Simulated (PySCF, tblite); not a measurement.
# C₃H₁₀BrNSi₂: geometry, infrared bands and NMR shifts

Aim: predict the infrared bands and NMR shifts of C₃H₁₀BrNSi₂ (`C=C[SiH2]N(C)[SiH2]Br`).

Computed with tblite 0.8.0 and PySCF 2.14.0, with density-fitted response routines of our own, on a single molecule in the gas phase. Atoms are numbered from 0 throughout.

## Step 1: Starting geometry

17 atoms, charge 0, multiplicity 1; geometry from: force field or distance geometry start.

Bonds of the start (Å): C0–C1 1.34, C1–Si2 1.82, Si2–N3 1.73, N3–C4 1.48, N3–Si5 1.71, Si5–Br6 2.21, C0–H7 1.08, C0–H8 1.08, C1–H9 1.10, Si2–H10 1.48, Si2–H11 1.48, C4–H12 1.10, C4–H13 1.09, C4–H14 1.09, Si5–H15 1.49, Si5–H16 1.49.

## Step 2: Optimising the geometry with GFN2-xTB

Job settings and geometry (Å):

```
{"job": {"kind": "relax", "xc": "GFN2-xTB", "basis": "xTB"}, "charge": 0, "multiplicity": 1}
C      2.271400    -1.573000    -0.180400
C      1.883700    -0.819200     0.859000
Si     0.797400     0.640700     0.833300
N     -0.664400     0.268800    -0.010600
C     -1.444700    -0.934500     0.344800
Si    -1.420200     1.772900    -0.304100
Br    -3.026000     1.505900    -1.799100
H      1.927200    -1.357600    -1.186300
H      2.927700    -2.425700    -0.045000
H      2.246900    -1.071900     1.864900
H      0.436400     1.022700     2.215900
H      1.516100     1.744000     0.165900
H     -2.231100    -1.127700    -0.395000
H     -1.919800    -0.845300     1.317600
H     -0.821800    -1.825300     0.350500
H     -2.019400     2.264900     0.973900
H     -0.466400     2.772500    -0.855600
```

The run is started by

```console
> OMP_NUM_THREADS=1 python probes_run.py task.json out
```

This one command runs all jobs of the session in turn.

**Question.** This job is followed by: GFN2-xTB harmonic vibrations, gas phase; GIAO PBE0/pcSseg-1 NMR shielding, non-relativistic, gas phase. What will the session give for the following? strongest single infrared mode (GFN2-xTB); zero-point energy (GFN2-xTB); 13C shifts against TMS (PBE0/pcSseg-1); 1H shifts against TMS (PBE0/pcSseg-1, means over atoms taken as alike); 29Si shifts against TMS (PBE0/pcSseg-1); 15N shifts against NH3 (PBE0/pcSseg-1); 79Br shifts against HBr (PBE0/pcSseg-1).

The runs gave:

```
                                                              quantity                                   value
                             strongest single infrared mode (GFN2-xTB)                    765 cm⁻¹, 566 km/mol
                                          zero-point energy (GFN2-xTB)                           75.1 kcal/mol
                                13C shifts against TMS (PBE0/pcSseg-1)                  146.0, 138.4, 35.9 ppm
1H shifts against TMS (PBE0/pcSseg-1, means over atoms taken as alike)  6.68, 6.66, 6.02, 5.60, 5.05, 2.95 ppm
                               29Si shifts against TMS (PBE0/pcSseg-1)                        -12.3, -26.7 ppm
                                15N shifts against NH3 (PBE0/pcSseg-1)                                35.0 ppm
                               79Br shifts against HBr (PBE0/pcSseg-1)                                  10 ppm
```

**Reading.** Over 261 steps the energy fell by 0.426 eV; of the close pairs, C1–Si2 changed most, 1.820 to 1.883 Å. No mode is imaginary among the 45: a minimum at this level. The strongest single mode, at 765 cm⁻¹, is carried by H10, H11, Si2, H15. Unscaled tight-binding wavenumbers are off by several per cent, some by more. Its intensities can rank the bands wrongly. C0 (terminal =CH2 carbon) lies farthest downfield among carbon, at 146.0 ppm; an sp2 carbon of a C=C bond. At PBE0/pcSseg-1: The widest tensor belongs to Br6: span 567 ppm, with a paramagnetic part of -516 ppm. Spin-orbit coupling is left out, which matters for shieldings and couplings at and beside the heavy atoms.
